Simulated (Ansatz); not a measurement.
LuBr:

```
CELL_PARAMETERS angstrom
3.60687 0.00000 0.00000
-1.80344 3.12364 0.00000
0.00000 0.00000 9.87175
ATOMIC_POSITIONS crystal
Lu 0.66667 0.33333 0.83099
Lu 0.33333 0.66667 0.33099
Br 0.66667 0.33333 0.54401
Br 0.33333 0.66667 0.04401
```

The cell comes from a database or a generator and needn't be the stable form of this composition.

| Item | Value |
| --- | --- |
| Program | Ansatz 0.2.0 |
| Task | relaxation of cell and atoms |
| Functional | r2SCAN |
| Dispersion | D3(BJ) |
| Potentials or basis | Ansatz PAW |
| Cutoff | 500 eV (not typed: the program's choice for these potentials) |
| k mesh | 9 × 9 × 3 |
| Occupations | fermi-dirac, width 0.05 eV |
| Spin | no spin polarisation |

At the start: volume 27.81 Å³/atom.

Question: Where does the relaxation end?

Answer: It ends after 5 steps and the volume is 26.88 Å³/atom (-3.3 %); space group P6_3mc (No. 186, to 0.05 Å).

The path:
```tsv
step	energy change (eV)	largest force (eV/Å)	volume (Å³)
1	0.0000	0.0376	111.22
2	-0.0071	0.0574	105.11
3	-0.0191	0.0010	107.66
4	-0.0191	0.0003	107.53
5	-0.0185	0.0002	107.53
```

Final structure:
```
Lu Br
1.0
     3.56511    0.00000    0.00000
    -1.78256    3.08748    0.00000
     0.00000    0.00000    9.76861
Lu Br
2 2
Direct
  0.66667 0.33333 0.83113
  0.33333 0.66667 0.33113
  0.66667 0.33333 0.54387
  0.33333 0.66667 0.04387
```

Caveat: the plane-wave basis is chosen anew once the cell has moved, so the energies of steps on either side of that aren't comparable; pairwise dispersion overbinds metals, which lowers pressure and volume; the PAW data sets come from PBE, with cores solved anew for the run's functional, which leaves a small shift of forces and pressure; the dispersion damping was fitted for another functional or another form of the correction.
